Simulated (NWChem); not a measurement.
**InH2 (SMILES [InH2]) at UB3LYP/def2-QZVP (core potential)**

Aim: the electronic atomisation energy of InH2 at UB3LYP/def2-QZVP (core potential), from 3 runs. 

The calculation is run with NWChem 7.3.0.

### 1 The molecule

InH2 has 3 atoms, charge 0, and is taken as a doublet. SMILES: `[InH2]`. The coordinates come from a PBE0-D4/def2-TZVP relaxation.

Bond lengths: In1–H2 1.758 Å, In1–H3 1.758 Å. Angles: H2–In1–H3 120.6°.

### 2 The energy at UB3LYP/def2-QZVP (core potential)

The input, h2in.nw:

```
start h2in
memory stack 880 mb heap 220 mb global 1100 mb

geometry units angstroms noautosym nocenter noautoz
   In     0.384600    -0.425400     0.149800
   H      0.691300     1.265400     0.521600
   H     -1.086900    -0.904800    -0.684700
end

basis "ao basis" spherical bse
   * library def2-QZVP
end

ecp bse
   In library def2-QZVP
end

dft
   xc b3lyp
   mult 2
   grid fine
   convergence energy 1e-08
   iterations 100
   mulliken
   print low
end

task dft energy
```

The run is started by

```bash
$ nwchem h2in.nw > h2in.out
```

Output:

```text
[...]
 d= 0,ls=0.0,diis     1   -191.3298191739 -2.04D+02  3.14D-03  3.47D-02     8.4
[...]
 d= 0,ls=0.0,diis     8   -191.3490252292 -1.17D-09  1.47D-07  7.31D-10    50.1
[...]
         Total DFT energy =     -191.349025229248
      One electron energy =     -361.375896709212
           Coulomb energy =      174.691262184900
    Exchange-Corr. energy =      -17.478586598547
 Nuclear repulsion energy =       12.814195893610
[...]
      Total Density - Mulliken Population Analysis
     ---------------------------------------------
    Atom       Charge   Shell Charges
 -----------   ------   -------------------------------------------------------
    1 In  21    20.67   0.02  0.64  1.18  0.15  0.61  0.75  0.13 -0.01  5.94  0.25  0.58  0.38  0.05  8.92  0.89  0.18  0.01  0.00  0.00  0.01  0.00  0.00
    2 H    1     1.16   0.11  0.32  0.50  0.22  0.00  0.00  0.02  0.00  0.00  0.00
    3 H    1     1.16   0.11  0.32  0.50  0.22  0.00  0.00  0.02  0.00  0.00  0.00
[...]
      <S2> =      0.7532 (Exact =     0.7500)
[...]
```

Run time: 51 s. Hardware: 1 thread of Intel Xeon 6975P-C (Granite Rapids), shared host; peak memory 0.15 GiB.

### 3 The H atom

The input, h.nw:

```
start h
title "H"
memory stack 880 mb heap 220 mb global 1100 mb
charge 0

geometry units angstrom noautosym nocenter noautoz
 H     0.000000    0.000000    0.000000
end

basis spherical bse
 * library def2-QZVP
end

dft
 xc b3lyp
 mult 2
 grid fine
 convergence energy 1e-08
 maxiter 100
 mulliken
 noprint "final vectors analysis"
end

task dft energy
```

Run the same way, it converges to -0.50241 Eh (log not shown).

### 4 The In atom at the same level

The input, sp.nw:

```
start sp
title "In B3LYP"
memory 2200 mb

geometry noautosym nocenter noautoz
  In       0.000000       0.000000       0.000000
end

basis spherical bse
  * library def2-QZVP
end

ecp bse
  In library def2-QZVP
end

dft
  xc b3lyp
  mult 2
  grid fine
  convergence energy 1e-08
  iterations 100
  mulliken
  noprint "final vectors analysis"
end

task dft
```

Run the same way, it converges to -190.18750 Eh (log not shown).

### 5 Summary of results

Level: UB3LYP/def2-QZVP (core potential).

```
                     quantity          value
       molecule: total energy  -191.34903 Eh
               molecule: ⟨S²⟩          0.753
         H atom: total energy    -0.50241 Eh
                 H atom: ⟨S²⟩          0.750
        In atom: total energy  -190.18750 Eh
                In atom: ⟨S²⟩          0.752
electronic atomisation energy       4.264 eV
```

**Reading.** Taking the molecule apart into free atoms costs 4.26 eV (98 kcal/mol), before zero-point energy and without spin-orbit coupling. Mulliken charges (molecule) run from -0.16 on H2 to +0.33 on In1; in a basis this large or diffuse they mean little.
